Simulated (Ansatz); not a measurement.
**W: properties at the relaxed cell**

The task here is to estimate one member of a computed series from the others.

Computed with Ansatz 0.2.0 (DFT PBEsol, scalar-relativistic, plane waves, PAW, unless a step's input says otherwise).

2 further runs of the same task are left out: 2 set aside as unsound or not needed.

## The system as given

It takes space group Pm-3n (No. 223, cubic). Conventional cell: a = 5.032 Å, b = 5.032 Å, c = 5.032 Å, α = 90.00°, β = 90.00°, γ = 90.00°. W (site symmetry m-3) has 12 W at 2.81 Å as nearest neighbours. W (site symmetry -4m2) is surrounded by 6 W at 2.52 to 2.81 Å.

Coordinates:

```
W
1.0
     5.03204    0.00000    0.00000
     0.00000    5.03204    0.00000
     0.00000    0.00000    5.03204
W
8
Direct
  0.00000 0.00000 0.00000
  0.50000 0.50000 0.50000
  0.00000 0.50000 0.25000
  0.00000 0.50000 0.75000
  0.25000 0.00000 0.50000
  0.75000 0.00000 0.50000
  0.50000 0.75000 0.00000
  0.50000 0.25000 0.00000
```

It is the result of an earlier relaxation at this level (volume 15.93 Å³/atom; gap on the mesh: none (metal)).

Set-up of the first run:

input.yaml

```yaml
crystal:
  lattice:
    - [5.0320434147, 0.0, 0.0]
    - [0.0, 5.0320434147, 0.0]
    - [0.0, 0.0, 5.0320434147]
  atoms:
    - { symbol: W, position: [0.0, 0.0, 0.0] }
    - { symbol: W, position: [0.5, 0.5, 0.5] }
    - { symbol: W, position: [0.0, 0.5, 0.25] }
    - { symbol: W, position: [0.0, 0.5, 0.75] }
    - { symbol: W, position: [0.25, 0.0, 0.5] }
    - { symbol: W, position: [0.75, 0.0, 0.5] }
    - { symbol: W, position: [0.5, 0.75, 0.0] }
    - { symbol: W, position: [0.5, 0.25, 0.0] }
basis:
  ecutwfc: 420
kpoints:
  mp_grid: { grid: [8, 8, 8] }
  band_path:
    path:
      - [[0.0, 0.0, 0.0], [0.0, 0.5, 0.0], [0.5, 0.5, 0.0], [0.0, 0.0, 0.0], [0.5, 0.5, 0.5], [0.0, 0.5, 0.0]]
      - [[0.5, 0.5, 0.5], [0.5, 0.5, 0.0]]
    npoints: 14
hamiltonian:
  xc: pbesol
scf:
  occupations: { method: gaussian, width: 0.1 }
  n_extra_bands: 20
output:
  forces: true
  stress: true
  eigenvalues: true
  populations: true
  dos: { projected: true, de: 0.02, nscf_kmesh: { grid: [12, 12, 12] } }
  bader: true
  write_density: true
  write_potential: true
  elf: true
  volumetric_format: npy
```

The run is started by

```console
$ ansatz run input.yaml --threads 2 --pin off --max-ram 5120MiB --backend cpu --events-out ev --progress --plain --runs-dir out
```

Steps of the session up to this table: Bands, states and charges; Back to the database's cell; Point at V/V0 = 0.97; The cell scaled to 1.03 of its volume; Volume × 0.94; Point at V/V0 = 1.06; Point at V/V0 = 0.91; Point at V/V0 = 1.10; The cell scaled to 0.88 of its volume.

One table of the session follows, with a row left open; its other results are not shown here.

It belongs to the step «Energy against volume». 

```
volume (Å³/atom)  energy above the lowest point (meV/atom)  pressure (GPa)
          14.016                                     283.6           52.93
          14.494                                     150.8           36.49
          14.972                                      63.4           22.40
          15.450                                      15.0           10.33
          15.927                                       0.0            0.00
          16.405                                      13.5           -8.83
          16.883                                         ?               ?
          17.520                                     133.7          -24.71
```

**Question.** Estimate the row for volume (Å³/atom) = 16.883.

Worked estimate for «energy above the lowest point (meV/atom)». A straight line through the neighbours (16.405, 13.5) and (17.520, 133.7) gives 13.5 + (133.7 − 13.5) × (16.883 − 16.405) / (17.520 − 16.405) = 65.0; a parabola fitted to 3 rows on both sides gives 49.8.

The run gave: energy above the lowest point (meV/atom): 51.4; pressure (GPa): -16.37. In «energy above the lowest point (meV/atom)» the line misses by +13.6 and the parabola by -1.6.
